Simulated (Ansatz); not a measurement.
# InH3+ (doublet): from Hartree-Fock to the top rungs at angle H3–In1–H4 = 174.7°, def2-SVP

How much of the correlation energy of InH3+ (doublet) does each wave-function method recover here?

Program: Ansatz 0.2.0, Gaussian basis. Level of theory: def2-SVP, core rule «outside noble gas», up to 9 orbitals frozen. These are calculated values, not measurements.

The runs, in order: UHF; CCSD(T) on ROHF; CCSD(T) on UHF; BCCD(T) on ROHF; CISD; CCSDT(Q) on ROHF; CCSDT(Q) on UHF; CASSCF and MRCISD+Q, 3 electrons in 3 orbitals; CASSCF and NEVPT2, 3 electrons in 3 orbitals; Full CI.

32 further runs of the same task are left out: 16 for a known fault of the program, 2 for a mislabelled method, 11 that didn't finish, 3 set aside as unsound or not needed.

### Step 1. What is computed

The geometry derives from a PBE0/def2-TZVP stationary point (not a proven minimum). One angle is set to the value named; bond lengths are kept. No spin-orbit coupling is included. Elements past krypton take def2 core potentials.

4 atoms, charge 1, spin multiplicity 2.

Atoms are counted from 1 here; the program's logs count them from 0.

Bond lengths: In1–H3 1.669 Å, In1–H4 1.668 Å. Angles: H3–In1–H4 174.7°.

Coordinates:

```xyz
4
charge 1, multiplicity 2
In    0.00000   -0.01879    0.00055
H     0.00000    2.33305   -0.06843
H     0.00000   -0.14429   -1.66323
H     0.00000   -0.04834    1.66867
```

### Step 2. UHF

The input, in.yaml:

```yaml
crystal:
  periodic: [false, false, false]
  atoms:
    - {symbol: In, position_ang: [0.000000, -0.018790, 0.000553]}
    - {symbol: H, position_ang: [0.000000, 2.333049, -0.068435]}
    - {symbol: H, position_ang: [0.000000, -0.144290, -1.663229]}
    - {symbol: H, position_ang: [0.000000, -0.048336, 1.668675]}
basis:
  gaussian: {orbitals: def2-SVP}
total_charge: 1
magnetization: {spin_polarized: true, initial_magnetization: 1}
hamiltonian: {xc: hf}
output: {orbitals: {seedname: orbitals}}
```

Run with:

```bash
$ ansatz run in.yaml --threads 1 --pin off --events-out ev --progress --plain --max-ram 2393MiB
```

Further steps of the session: CCSD(T) on ROHF; CCSD(T) on UHF; BCCD(T) on ROHF; CISD; CCSDT(Q) on ROHF; CCSDT(Q) on UHF; CASSCF and MRCISD+Q, 3 electrons in 3 orbitals; CASSCF and NEVPT2, 3 electrons in 3 orbitals; Full CI.

Before running them: what should the planned runs give, taken together? Wanted: FCI below the RHF energy; RMP2 from FCI; UMP2 from FCI; RCCSD from FCI; RCCSD(T) from FCI; UCCSD(T) from FCI; RCCSDT(Q) from FCI; UCCSDT(Q) from FCI; NEVPT2 pair from FCI.

As calculated:

| quantity | value |
| --- | --- |
| FCI below the RHF energy | -1.7639 eV |
| RMP2 from FCI | +10.86 kcal/mol |
| UMP2 from FCI | +10.78 kcal/mol |
| RCCSD from FCI | +0.64 kcal/mol |
| RCCSD(T) from FCI | +0.19 kcal/mol |
| UCCSD(T) from FCI | +0.17 kcal/mol |
| RCCSDT(Q) from FCI | -0.01 kcal/mol |
| UCCSDT(Q) from FCI | -0.03 kcal/mol |
| NEVPT2 pair from FCI | +9.52 kcal/mol |
| MRCISD+Q pair from FCI | -0.40 kcal/mol |
| levels within 1 kcal/mol (43 meV) | RCCSD, UCCSD, RCCSD(T), UCCSD(T), BCCD(T), RCCSDT, UCCSDT, RCCSDT(Q), UCCSDT(Q), MRCISD pair, MRCISD+Q pair |
| T1 diagnostic | 0.016 |
| effectively unpaired electrons | 1.03 |

In words: RCCSD(T) misses by +0.19 kcal/mol, 0.5 % of the correlation energy. MRCISD+Q pair falls below full CI: the +Q correction isn't variational, and the cores differ from full CI's. One determinant dominates. Of the multireference levels listed MRCISD+Q pair comes nearest in total energy (-0.40 kcal/mol), which doesn't show that its space is the better one. These misses are within one basis, not against nature; the frozen cores of restricted and unrestricted runs differ, which can shift their rows.
